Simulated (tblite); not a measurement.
# C6H11NO2: the cost of one run

Programs: tblite 0.8.0 and PySCF 2.14.0, with density-fitted response routines of our own. Each step states its level of theory. These are calculated values for one molecule in the gas phase, unless marked as measured. Atoms count from 0, in the outputs and in this text.

### Step 1. Starting geometry

20 atoms, charge 0, multiplicity 1; geometry from: force field or distance geometry start.

Bonds of the start (Å): C0–C1 1.53, C1–O2 1.41, O2–C3 1.44, C3–N4 1.46, N4–C5 1.29, C5–C6 1.51, C6–C7 1.50, C6–O8 1.22, C0–H9 1.11, C0–H10 1.10, C0–H11 1.08, C1–H12 1.08, C1–H13 1.09, C3–H14 1.10, C3–H15 1.08, C5–H16 1.09, C7–H17 1.08, C7–H18 1.09, C7–H19 1.09.

### Step 2. Relaxing the molecule with GFN2-xTB

What the job is given:

```
{"job": {"kind": "relax", "xc": "GFN2-xTB", "basis": "xTB"}, "charge": 0, "multiplicity": 1}
C      2.258500    -0.740400     1.292100
C      1.943400    -0.205100    -0.105100
O      0.598700    -0.514800    -0.399400
C      0.226500    -0.026100    -1.705700
N     -1.167600    -0.270300    -2.063900
C     -2.063200     0.212100    -1.276800
C     -1.783200     0.991600    -0.017200
C     -2.053300     0.271800     1.273600
O     -1.427800     2.153900    -0.098800
H      1.578400    -0.282500     2.036300
H      2.080800    -1.820700     1.337200
H      3.281700    -0.530100     1.576100
H      2.604100    -0.684600    -0.817700
H      2.107200     0.873900    -0.123800
H      0.453300     1.045200    -1.781300
H      0.848600    -0.550600    -2.422600
H     -3.127600     0.072000    -1.483500
H     -1.592800     0.801600     2.097000
H     -1.637900    -0.737200     1.240600
H     -3.133100     0.215100     1.440000
```

The run is started by

```
$ OMP_NUM_THREADS=1 python probes_run.py task.json out
```

One launch serves the whole session: the jobs run in the order shown.

**Question.** How long does this first job take on 1 thread of Arm Neoverse N1, shared host, and how much memory does it need?

About 1.7 s, with a peak of 0.18 GiB.
